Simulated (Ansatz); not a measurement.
# InAs (zinc blende): the cost of one run

Program: Ansatz 0.2.0. Level of theory: DFT r2SCAN, scalar-relativistic, plane waves, PAW. These are calculated values, not measurements.

## 1. The starting structure

It takes space group F-43m (No. 216, cubic). Conventional cell: a = 6.098 Å, b = 6.098 Å, c = 6.098 Å, α = 90.00°, β = 90.00°, γ = 90.00°. Around In (site symmetry -43m) lie 4 As at 2.64 Å. As (site symmetry -43m) has 4 In at 2.64 Å as nearest neighbours.

As a file:

```cif
data_structure
_symmetry_space_group_name_H-M 'P 1'
_symmetry_Int_Tables_number 1
_cell_length_a 4.3120
_cell_length_b 4.3120
_cell_length_c 4.3120
_cell_angle_alpha 60.000
_cell_angle_beta 60.000
_cell_angle_gamma 60.000
_cell_volume 56.69
loop_
_atom_site_label
_atom_site_type_symbol
_atom_site_fract_x
_atom_site_fract_y
_atom_site_fract_z
_atom_site_occupancy
In1 In 0.00000 0.00000 0.00000 1
As1 As 0.25000 0.25000 0.25000 1
```

## 2. Phonons: InAs (zinc blende), no spin, volume × 1.02

The input, input.yaml:

```yaml
crystal:
  lattice:
    - [0.0, 3.0490601873, 3.0490601873]
    - [3.0490601873, 0.0, 3.0490601873]
    - [3.0490601873, 3.0490601873, 0.0]
  atoms:
    - { symbol: In, position: [0.0, 0.0, 0.0] }
    - { symbol: As, position: [0.25, 0.25, 0.25] }
scf:
  occupations: { method: gaussian, width: 0.02 }
output: {}
hamiltonian:
  xc: r2scan
basis:
  ecutwfc: 500
kpoints:
  mp_grid: { grid: [12, 12, 12] }
phonons:
  method: dfpt
  dielectric: false
  eigenvectors: false
```

Run with:

```console
$ ansatz run input.yaml --threads 2 --pin off --max-ram 6144MiB --backend cpu --events-out ev --progress --plain --runs-dir out
```

Q: Estimate wall time and peak memory on 2 threads of Arm Neoverse V2, shared host.

About 2.7 min, with a peak of 2 GiB.
